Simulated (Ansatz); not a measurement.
# LiGeH3: the cost of one run

Program: Ansatz 0.2.0. Level of theory: DFT PBE, scalar-relativistic, plane waves, PAW. These are calculated values, not measurements.

## Step 1: Starting point

It takes space group Pm-3m (No. 221, cubic). The conventional cell has a = 3.652 Å, b = 3.652 Å, c = 3.652 Å, α = 90.00°, β = 90.00°, γ = 90.00°. Li (site symmetry m-3m) has 12 H at 2.58 Å as nearest neighbours. Ge (site symmetry m-3m) has 6 H at 1.83 Å as nearest neighbours. Around H (site symmetry 4/mmm) lie 2 Ge at 1.83 Å and 4 Li at 2.58 Å.

As a file:

```
CELL_PARAMETERS angstrom
3.65200 0.00000 0.00000
0.00000 3.65200 0.00000
0.00000 0.00000 3.65200
ATOMIC_POSITIONS crystal
Li 0.00000 0.00000 0.00000
Ge 0.50000 0.50000 0.50000
H 0.00000 0.50000 0.50000
H 0.50000 0.50000 0.00000
H 0.50000 0.00000 0.50000
```

The cell is invented: species swapped into a database cell of ErRh3C (Pm-3m, No. 221), with Li on the Er sites, H on the Rh sites and Ge on the C sites. Lengths come from tabulated atomic sizes and are only a guess.

## Step 2: A first look at the guess

The input, input.yaml:

```yaml
crystal:
  lattice:
    - [3.65200436, 0.0, 0.0]
    - [0.0, 3.65200436, 0.0]
    - [0.0, 0.0, 3.65200436]
  atoms:
    - { symbol: Li, position: [0.0, 0.0, 0.0] }
    - { symbol: Ge, position: [0.5, 0.5, 0.5] }
    - { symbol: H, position: [0.0, 0.5, 0.5] }
    - { symbol: H, position: [0.5, 0.5, 0.0] }
    - { symbol: H, position: [0.5, 0.0, 0.5] }
basis:
  ecutwfc: 420
kpoints:
  mp_grid: { grid: [6, 6, 6] }
hamiltonian:
  xc: pbe
scf:
  occupations: { method: gaussian, width: 0.1 }
  lower_state_search: "off"
output:
  forces: true
  stress: true
  eigenvalues: true
```

Started as:

```bash
$ ansatz run input.yaml --threads 1 --pin off --max-ram 2560MiB --backend cpu --events-out ev --progress --plain --runs-dir out
```

What time and memory should one allow on 1 thread of Arm Neoverse V1, shared host?

About 1.4 s, with a peak of 0.28 GiB.
